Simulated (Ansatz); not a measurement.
# C3H5AlF2: rotation by 120° about the C1–Al2 bond, part 1 of 2

Aim: the minimum-energy path and barrier of the rotation by 120° about the C1–Al2 bond. The ends are relaxed first, then joined by a nudged elastic band. SMILES of the start: [CH3][Al]1[CH2][C]1(F)F.

All numbers below are computed with Ansatz 0.2.0 (RKS PBE0/def2-SVP).

## (1) The starting structure

Bond lengths: C1–Al2 1.989 Å, Al2–C3 1.990 Å, Al2–C4 2.007 Å, C3–C4 1.481 Å, C4–F5 1.438 Å, C4–F6 1.346 Å, C1–H7 1.058 Å, C1–H8 1.113 Å, C1–H9 1.182 Å, C3–H10 1.068 Å, C3–H11 1.139 Å. Angles (14 of 21 angles, heavy atoms first): C1–Al2–C3 149.9°, C1–Al2–C4 154.7°, C3–Al2–C4 43.5°, Al2–C3–C4 68.9°, Al2–C4–C3 67.6°, Al2–C4–F5 114.1°, Al2–C4–F6 119.7°, C3–C4–F5 110.9°, C3–C4–F6 120.1°, F5–C4–F6 115.7°, Al2–C1–H7 111.4°, Al2–C1–H8 106.1°, Al2–C1–H9 107.7°, Al2–C3–H10 117.5°.

As a file:

```xyz
11

C    -1.1933   -1.3223    1.4507
Al    0.0413   -0.1421    0.4322
C     1.1920    0.1831   -1.1579
C     0.5061    1.4254   -0.7326
F    -0.5235    1.7882   -1.6683
F     1.2163    2.4485   -0.2208
H    -0.6933   -2.1793    1.8183
H    -2.0315   -1.5632    0.7594
H    -1.6474   -0.6864    2.3375
H     0.8957   -0.2649   -2.0809
H     2.3030    0.2560   -0.9170
```

## (2) End point A

Input file input.yaml:

```yaml
crystal:
  periodic: [false, false, false]
  atoms:
    - { symbol: C, position_ang: [-1.1933, -1.3223, 1.4507] }
    - { symbol: Al, position_ang: [0.0413, -0.1421, 0.4322] }
    - { symbol: C, position_ang: [1.192, 0.1831, -1.1579] }
    - { symbol: C, position_ang: [0.5061, 1.4254, -0.7326] }
    - { symbol: F, position_ang: [-0.5235, 1.7882, -1.6683] }
    - { symbol: F, position_ang: [1.2163, 2.4485, -0.2208] }
    - { symbol: H, position_ang: [-0.6933, -2.1793, 1.8183] }
    - { symbol: H, position_ang: [-2.0315, -1.5632, 0.7594] }
    - { symbol: H, position_ang: [-1.6474, -0.6864, 2.3375] }
    - { symbol: H, position_ang: [0.8957, -0.2649, -2.0809] }
    - { symbol: H, position_ang: [2.303, 0.256, -0.917] }
basis:
  gaussian: { orbitals: def2-SVP }
hamiltonian:
  xc: pbe0
relax:
  f_tol: 0.015
  max_steps: 40
```

The run is started by

```bash
ansatz run input.yaml --threads 2 --pin off --max-ram 3072MiB --backend cpu --events-out ev --progress --plain --runs-dir out
```

What it wrote, cut to the lines that bear on the results:

```text
Warning: RAYON_NUM_THREADS=2 ignored (pool sized by the plan → 2); use --threads N
[...]
Functional definition: PBE0
[...]
1215 factors; integrals over basis functions are off by at most 2.9e-4 eV
[...]
mean field -15200.04393455 eV, -558.5913116349 hartree, gradient 8.7e-5 eV, S^2 0.000000; 0 other end points of the search recorded, 0 dependent functions left out
[...]
reference -15200.04396297 eV, -558.5913126794 hartree; 27, 27 occupied and 86, 86 virtual orbitals, 1215 factors
relax step   1: F+E_penalty+E_count = -15200.04393455 eV  Δ(F+E_penalty+E_count) = +0.000e0 eV  max|allowed force component| = 3.476e0 eV/Å  Δτ_max = 0.0000 Å  (28 SCF iters, accepted)
[...]
relax step   4: F+E_penalty+E_count = -15200.75814376 eV  Δ(F+E_penalty+E_count) = -4.815e-2 eV  max|allowed force component| = 4.012e-1 eV/Å  Δτ_max = 0.0489 Å  (30 SCF iters, accepted)
[...]
relax step   7: F+E_penalty+E_count = -15200.77427107 eV  Δ(F+E_penalty+E_count) = -5.645e-3 eV  max|allowed force component| = 9.398e-2 eV/Å  Δτ_max = 0.0505 Å  (29 SCF iters, accepted)
[...]
relax step  10: F+E_penalty+E_count = -15200.77534779 eV  Δ(F+E_penalty+E_count) = -9.347e-5 eV  max|allowed force component| = 2.193e-2 eV/Å  Δτ_max = 0.0069 Å  (25 SCF iters, accepted)
[...]
relax step  13: F+E_penalty+E_count = -15200.77579389 eV  Δ(F+E_penalty+E_count) = -1.401e-4 eV  max|allowed force component| = 2.970e-2 eV/Å  Δτ_max = 0.0174 Å  (30 SCF iters, accepted)
[...]
relax step  15: F+E_penalty+E_count = -15200.77590159 eV  Δ(F+E_penalty+E_count) = -1.899e-5 eV  max|allowed force component| = 1.078e-2 eV/Å  Δτ_max = 0.0073 Å  (25 SCF iters, accepted)
1215 factors; integrals over basis functions are off by at most 3.5e-4 eV
[...]
mean field -15200.77590159 eV, -558.6182109275 hartree, gradient 1.5e-5 eV, S^2 0.000000; 1 other end points of the search recorded, 0 dependent functions left out
[...]
reference -15200.77593036 eV, -558.6182119849 hartree; 27, 27 occupied and 86, 86 virtual orbitals, 1215 factors
Total energy: -15200.77593036 eV, -558.6182119849 hartree
Atom 0 at    -1.201712    -1.285268     1.470798 Å, force    -0.004084     0.003904    -0.001292 eV/Å
Atom 1 at    -0.190765    -0.154426     0.255527 Å, force     0.000845     0.000524    -0.005176 eV/Å
Atom 2 at     1.134299     0.133213    -1.126573 Å, force     0.006557    -0.000080     0.006081 eV/Å
Atom 3 at     0.417626     1.432576    -0.703822 Å, force    -0.004098    -0.000697    -0.010783 eV/Å
Atom 4 at    -0.387563     1.889865    -1.707329 Å, force     0.006112    -0.001932     0.008798 eV/Å
Atom 5 at     1.239605     2.445467    -0.345159 Å, force    -0.000587    -0.002844    -0.001644 eV/Å
Atom 6 at    -0.615879    -2.165889     1.778178 Å, force     0.001594     0.002320     0.003643 eV/Å
Atom 7 at    -2.108247    -1.655930     0.962452 Å, force     0.001090     0.003551     0.002734 eV/Å
Atom 8 at    -1.524205    -0.740898     2.371379 Å, force    -0.001230    -0.009609     0.000613 eV/Å
Atom 9 at     1.137766    -0.080999    -2.205771 Å, force     0.000408     0.003193    -0.000238 eV/Å
Atom 10 at     2.164475     0.125288    -0.729080 Å, force    -0.006607     0.001670    -0.002735 eV/Å
Dipole moment:    -0.199010    -0.659722     0.420672 e Å
```

Run time: 59 s. Hardware: 2 threads of Intel Xeon Platinum 8259CL at 2.50GHz (Skylake/Cascade Lake), shared host; peak memory 0.28 GiB.

Relaxation path:

| step | energy from step 1 (eV) | largest force component (eV/Å) |
| --- | --- | --- |
| 1 | 0.0000 | 3.4763 |
| 2 | -0.5271 | 1.7622 |
| 3 | -0.6661 | 1.3245 |
| 4 | -0.7142 | 0.4012 |
| 5 | -0.7247 | 0.1083 |
| 6x | -0.5991 | 1.2152 |
| 7 | -0.7303 | 0.0940 |
| 8 | -0.7310 | 0.0712 |
| 9 | -0.7313 | 0.0191 |
| 10 | -0.7314 | 0.0219 |
| 11 | -0.7315 | 0.0226 |
| 12 | -0.7317 | 0.0304 |
| 13 | -0.7319 | 0.0297 |
| 14 | -0.7319 | 0.0198 |
| 15 | -0.7320 | 0.0108 |

Step 1 is the start. 1 step was tried and not accepted (marked x).

After: Bond lengths: C1–Al2 1.944 Å, Al2–C3 1.936 Å, Al2–C4 1.952 Å, C3–C4 1.543 Å, C4–F5 1.365 Å, C4–F6 1.353 Å, C1–H7 1.101 Å, C1–H8 1.103 Å, C1–H9 1.101 Å, C3–H10 1.100 Å, C3–H11 1.104 Å. Angles (14 of 21 angles, heavy atoms first): C1–Al2–C3 152.7°, C1–Al2–C4 160.5°, C3–Al2–C4 46.8°, Al2–C3–C4 67.1°, Al2–C4–C3 66.1°, Al2–C4–F5 116.7°, Al2–C4–F6 131.9°, C3–C4–F5 110.8°, C3–C4–F6 114.9°, F5–C4–F6 107.6°, Al2–C1–H7 111.3°, Al2–C1–H8 109.6°, Al2–C1–H9 112.1°, Al2–C3–H10 132.3°.

## (3) Relaxing end B

The second end starts from a geometry with the move made by hand.

Input file input.yaml:

```yaml
crystal:
  periodic: [false, false, false]
  atoms:
    - { symbol: C, position_ang: [-1.1933, -1.3223, 1.4507] }
    - { symbol: Al, position_ang: [0.0413, -0.1421, 0.4322] }
    - { symbol: C, position_ang: [1.74245, 0.88357, 0.32103] }
    - { symbol: C, position_ang: [1.40297, 0.27021, -0.98403] }
    - { symbol: F, position_ang: [2.28931, -0.82171, -1.28295] }
    - { symbol: F, position_ang: [1.06298, 1.04856, -2.02884] }
    - { symbol: H, position_ang: [-0.6933, -2.1793, 1.8183] }
    - { symbol: H, position_ang: [-2.0315, -1.5632, 0.7594] }
    - { symbol: H, position_ang: [-1.6474, -0.6864, 2.3375] }
    - { symbol: H, position_ang: [2.58504, 0.50027, 0.85352] }
    - { symbol: H, position_ang: [1.59854, 2.01216, 0.26404] }
basis:
  gaussian: { orbitals: def2-SVP }
hamiltonian:
  xc: pbe0
relax:
  f_tol: 0.015
  max_steps: 40
```

The run is started by

```bash
ansatz run input.yaml --threads 2 --pin off --max-ram 3072MiB --backend cpu --events-out ev --progress --plain --runs-dir out
```

What it wrote, cut to the lines that bear on the results:

```text
Warning: RAYON_NUM_THREADS=2 ignored (pool sized by the plan → 2); use --threads N
[...]
Functional definition: PBE0
[...]
1214 factors; integrals over basis functions are off by at most 3.0e-4 eV
[...]
mean field -15200.02004815 eV, -558.5904338260 hartree, gradient 3.4e-5 eV, S^2 0.000000; 0 other end points of the search recorded, 0 dependent functions left out
[...]
reference -15200.02007639 eV, -558.5904348637 hartree; 27, 27 occupied and 86, 86 virtual orbitals, 1214 factors
relax step   1: F+E_penalty+E_count = -15200.02004815 eV  Δ(F+E_penalty+E_count) = +0.000e0 eV  max|allowed force component| = 3.475e0 eV/Å  Δτ_max = 0.0000 Å  (29 SCF iters, accepted)
[...]
relax step   3: F+E_penalty+E_count = -15200.71761789 eV  Δ(F+E_penalty+E_count) = -1.399e-1 eV  max|allowed force component| = 1.264e0 eV/Å  Δτ_max = 0.0730 Å  (29 SCF iters, accepted)
[...]
Atom 1 at     0.185397    -0.362161     0.475601 Å, force    -0.003649     0.001340     0.001284 eV/Å
Atom 2 at     1.702974     0.836538     0.368160 Å, force     0.001005    -0.008390    -0.000517 eV/Å
Atom 3 at     1.363497     0.173274    -0.986003 Å, force    -0.004015     0.012139    -0.006136 eV/Å
Atom 4 at     2.353126    -0.673508    -1.385412 Å, force    -0.000286    -0.004844     0.001993 eV/Å
Atom 5 at     1.141373     1.051266    -1.993273 Å, force     0.003818    -0.003997     0.000945 eV/Å
Atom 6 at    -0.853609    -2.199754     1.882354 Å, force     0.000804    -0.001712     0.000308 eV/Å
Atom 7 at    -2.087219    -1.521115     0.796634 Å, force     0.000452    -0.000255     0.000159 eV/Å
Atom 8 at    -1.605938    -0.641095     2.279250 Å, force     0.000302    -0.000813    -0.000816 eV/Å
Atom 9 at     2.738763     0.686514     0.707931 Å, force     0.003415     0.004938    -0.000046 eV/Å
Atom 10 at     1.456782     1.911546     0.348742 Å, force    -0.001346     0.000750     0.001972 eV/Å
Dipole moment:    -0.493090    -0.180042     0.606961 e Å
```

Run time: 45 s. Hardware: 2 threads of Intel Xeon Platinum 8259CL at 2.50GHz (Skylake/Cascade Lake), shared host; peak memory 0.27 GiB.

Relaxation path:

| step | energy from step 1 (eV) | largest force component (eV/Å) |
| --- | --- | --- |
| 1 | 0.0000 | 3.4752 |
| 2 | -0.5577 | 1.8524 |
| 3 | -0.6976 | 1.2642 |
| 4 | -0.7406 | 0.4279 |
| 5 | -0.7524 | 0.1984 |
| 6x | -0.7197 | 0.5569 |
| 7 | -0.7551 | 0.0354 |
| 8 | -0.7552 | 0.0278 |
| 9 | -0.7553 | 0.0121 |

Step 1 is the start. 1 step was tried and not accepted (marked x).

After: Bond lengths: C1–Al2 1.944 Å, Al2–C3 1.937 Å, Al2–C4 1.952 Å, C3–C4 1.546 Å, C4–F5 1.362 Å, C4–F6 1.355 Å, C1–H7 1.103 Å, C1–H8 1.101 Å, C1–H9 1.102 Å, C3–H10 1.100 Å, C3–H11 1.103 Å. Angles (14 of 21 angles, heavy atoms first): C1–Al2–C3 152.6°, C1–Al2–C4 160.5°, C3–Al2–C4 46.8°, Al2–C3–C4 67.1°, Al2–C4–C3 66.1°, Al2–C4–F5 119.2°, Al2–C4–F6 129.5°, C3–C4–F5 111.3°, C3–C4–F6 114.2°, F5–C4–F6 107.7°, Al2–C1–H7 109.6°, Al2–C1–H8 112.3°, Al2–C1–H9 111.2°, Al2–C3–H10 129.5°.

## (4) Nudged elastic band

crystal.atoms is end A as relaxed above, and neb.final_atoms is end B, turned to lie on A. With 5 inner images the band has 7 in all.

Input file input.yaml:

```yaml
crystal:
  periodic: [false, false, false]
  atoms:
    - { symbol: C, position_ang: [-1.201712, -1.285268, 1.470798] }
    - { symbol: Al, position_ang: [-0.190765, -0.154426, 0.255527] }
    - { symbol: C, position_ang: [1.134299, 0.133213, -1.126573] }
    - { symbol: C, position_ang: [0.417626, 1.432576, -0.703822] }
    - { symbol: F, position_ang: [-0.387563, 1.889865, -1.707329] }
    - { symbol: F, position_ang: [1.239605, 2.445467, -0.345159] }
    - { symbol: H, position_ang: [-0.615879, -2.165889, 1.778178] }
    - { symbol: H, position_ang: [-2.108247, -1.65593, 0.962452] }
    - { symbol: H, position_ang: [-1.524205, -0.740898, 2.371379] }
    - { symbol: H, position_ang: [1.137766, -0.080999, -2.205771] }
    - { symbol: H, position_ang: [2.164475, 0.125288, -0.72908] }
basis:
  gaussian: { orbitals: def2-SVP }
hamiltonian:
  xc: pbe0
neb:
  order_check: false
  images: 5
  f_tol: 0.05
  max_iterations: 53
  initial_path: idpp
  final_atoms:
    - { symbol: C, position_ang: [-1.21639644, -1.28431313, 1.46285098] }
    - { symbol: Al, position_ang: [-0.21112607, -0.15588425, 0.24016921] }
    - { symbol: C, position_ang: [1.27971208, 0.19315483, -0.94601633] }
    - { symbol: C, position_ang: [0.28671757, 1.37477496, -0.864426] }
    - { symbol: F, position_ang: [-0.34954808, 1.57087373, -2.05297308] }
    - { symbol: F, position_ang: [0.85267856, 2.55066105, -0.50140819] }
    - { symbol: H, position_ang: [-1.91711363, -1.91671199, 0.89157356] }
    - { symbol: H, position_ang: [-1.80885423, -0.69700368, 2.18065229] }
    - { symbol: H, position_ang: [-0.54876605, -1.9584942, 2.02242385] }
    - { symbol: H, position_ang: [1.46725066, -0.18174752, -1.96340902] }
    - { symbol: H, position_ang: [2.23084561, 0.44768919, -0.44883727] }
```

The run is started by

```bash
ansatz run input.yaml --threads 2 --pin off --max-ram 3072MiB --backend cpu --events-out ev --progress --plain --runs-dir out
```

What it wrote, cut to the lines that bear on the results:

```text
Warning: RAYON_NUM_THREADS=2 ignored (pool sized by the plan → 2); use --threads N
[...]
Functional definition: PBE0
[...]
1212 factors; integrals over basis functions are off by at most 3.9e-4 eV
[...]
mean field -15200.77590265 eV, -558.6182109664 hartree, gradient 2.2e-5 eV, S^2 0.000000; 0 other end points of the search recorded, 0 dependent functions left out
[...]
reference -15200.77593128 eV, -558.6182120186 hartree; 27, 27 occupied and 86, 86 virtual orbitals, 1212 factors
1212 factors; integrals over basis functions are off by at most 4.2e-4 eV
[...]
mean field -15200.77537028 eV, -558.6181914022 hartree, gradient 2.4e-5 eV, S^2 0.000000; 0 other end points of the search recorded, 0 dependent functions left out
[...]
reference -15200.77539900 eV, -558.6181924576 hartree; 27, 27 occupied and 86, 86 virtual orbitals, 1212 factors
[...]
Atom 1 at    -0.239542    -0.158153     0.210967 Å, force    -0.010790    -0.003094     0.002937 eV/Å
Atom 2 at     1.398224     0.300247    -0.715801 Å, force    -0.002091    -0.000249    -0.015552 eV/Å
Atom 3 at     0.243262     1.281793    -1.015059 Å, force    -0.003656     0.009674     0.019840 eV/Å
Atom 4 at    -0.160337     1.188719    -2.313692 Å, force     0.006403    -0.004201    -0.004581 eV/Å
Atom 5 at     0.533958     2.580646    -0.766761 Å, force     0.003339    -0.004583    -0.006213 eV/Å
Atom 6 at    -1.447762    -2.274886     0.932930 Å, force    -0.005509    -0.005196    -0.000451 eV/Å
Atom 7 at    -2.266490    -0.854932     1.639661 Å, force    -0.007772    -0.001090     0.002075 eV/Å
Atom 8 at    -0.738597    -1.462175     2.339718 Å, force    -0.002777    -0.000925     0.002295 eV/Å
Atom 9 at     1.863826    -0.154317    -1.603201 Å, force     0.003797     0.001726    -0.000471 eV/Å
Atom 10 at     2.163878     0.784599    -0.086277 Å, force    -0.002298     0.000373     0.003516 eV/Å
Dipole moment:    -0.161837    -0.577448     0.534417 e Å
this run last wrote the band of iteration 4 to <dir>
```

Wall time 1.8 min (2 threads of Intel Xeon Platinum 8259CL at 2.50GHz (Skylake/Cascade Lake), shared host); peak memory 0.28 GiB.

(Continued in part 2 of 2.)
